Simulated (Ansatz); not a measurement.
A nudged elastic band was laid between two geometries of a periodic cell of 20 atoms, W8C9F3 (surface WC(001), adsorbate CF3).

These are results of Ansatz, DFT PBEsol, scalar-relativistic, plane waves, PAW, not measurements. Settings: PAW set soft_1, cutoff 420 eV, k mesh 3x3x1, fermi-dirac smearing 0.15 eV, no spin polarisation.

```json
{
 "movable images": "3",
 "climbing image": "yes",
 "spring": "50.0 eV/Å²",
 "optimiser": "fire",
 "start path": "default",
 "force threshold": "0.05 eV/Å",
 "iteration limit": "50",
 "end points": "relaxed",
 "atoms held": "1, 5, 9, 13"
}
```

Image 0:

```xyz
20
Lattice="5.7763 0.0000 0.0000 -2.8882 5.0024 0.0000 0.0000 0.0000 16.2385" Properties=species:S:1:pos:R:3
W 0.000 0.000 1.000
C 1.444 0.834 2.308
W -0.002 0.001 3.836
C 1.444 0.823 4.939
W -1.444 2.501 1.000
C 0.000 3.335 2.308
W -1.444 2.498 3.836
C -0.010 3.340 4.939
W 2.888 0.000 1.000
C 4.332 0.834 2.329
W 2.891 0.001 3.836
C 4.332 0.834 5.103
W 1.444 2.501 1.000
C 2.888 3.335 2.308
W 1.444 2.501 3.824
C 2.898 3.341 4.939
C -1.444 0.834 6.614
F -1.455 -0.416 7.121
F -0.356 1.449 7.121
F -2.521 1.468 7.121
```

Image 4:

```xyz
20
Lattice="5.7763 0.0000 0.0000 -2.8882 5.0024 0.0000 0.0000 0.0000 16.2385" Properties=species:S:1:pos:R:3
W 0.000 0.000 1.000
C 1.444 0.834 2.308
W 0.000 0.000 3.824
C 1.454 0.839 4.939
W -1.444 2.501 1.000
C 0.000 3.335 2.329
W -1.442 2.503 3.836
C 0.000 3.335 5.103
W 2.888 0.000 1.000
C 4.332 0.834 2.308
W 2.888 -0.003 3.836
C 4.323 0.839 4.939
W 1.444 2.501 1.000
C 2.888 3.335 2.308
W 1.442 2.503 3.836
C 2.888 3.324 4.939
C 0.000 3.335 6.614
F -0.011 2.085 7.121
F 1.088 3.951 7.121
F -1.077 3.969 7.121
```

Task: What changes between the two ends?

Result: Contacts lost: C12–C17. Contacts made: C8–C17. The atom that moves furthest is C17, by 2.89 Å; four of its nearest neighbours are F18 1.35, F20 1.35, F19 1.35, C12 1.51 Å at the first end and F18 1.35, F20 1.35, F19 1.35, C8 1.51 Å at the last.

Task: What energy profile does the band end with?

Result: The forces met the threshold. The highest image is number 2 of 0 to 4, 3.32 eV above the ends, which have the same energy within 2 meV. Neighbouring images differ by up to 2.8 eV, so the band resolves the path poorly. The order of the stationary point at the top wasn't checked. Limits of this set-up: coarse k mesh, thin slab, slab without dipole correction, odd electron count without spin, PAW files made for another functional.

```csv
image,path coordinate (Å),energy (eV),C12–C17 (Å),C8–C17 (Å)
0,0.00,0.00,1.51,3.34
1,1.59,0.52,1.56,2.90
2,3.18,3.32,2.46,2.47
3,4.77,0.52,2.90,1.56
4,6.36,0.00,3.34,1.51
```

Task: What is the geometry of the highest image?

Result: 
```xyz
20
Lattice="5.7763 0.0000 0.0000 -2.8882 5.0024 0.0000 0.0000 0.0000 16.2385" Properties=species:S:1:pos:R:3
W 0.000 0.000 1.000
C 1.447 0.832 2.317
W -0.001 0.008 3.840
C 1.444 0.833 4.962
W -1.444 2.501 1.000
C -0.004 3.340 2.315
W -1.460 2.510 3.808
C -0.009 3.283 4.979
W 2.888 0.000 1.000
C 4.326 0.834 2.316
W 2.890 -0.001 3.866
C 4.375 0.870 4.982
W 1.444 2.501 1.000
C 2.878 3.341 2.290
W 1.436 2.498 3.840
C 2.897 3.329 4.926
C -0.662 2.051 7.015
F -0.692 0.826 7.518
F 0.399 2.673 7.509
F -1.764 2.704 7.301
```

The run took 20 min on 4 threads of Arm Neoverse V1 (shared host), peak memory 2.3 GiB.
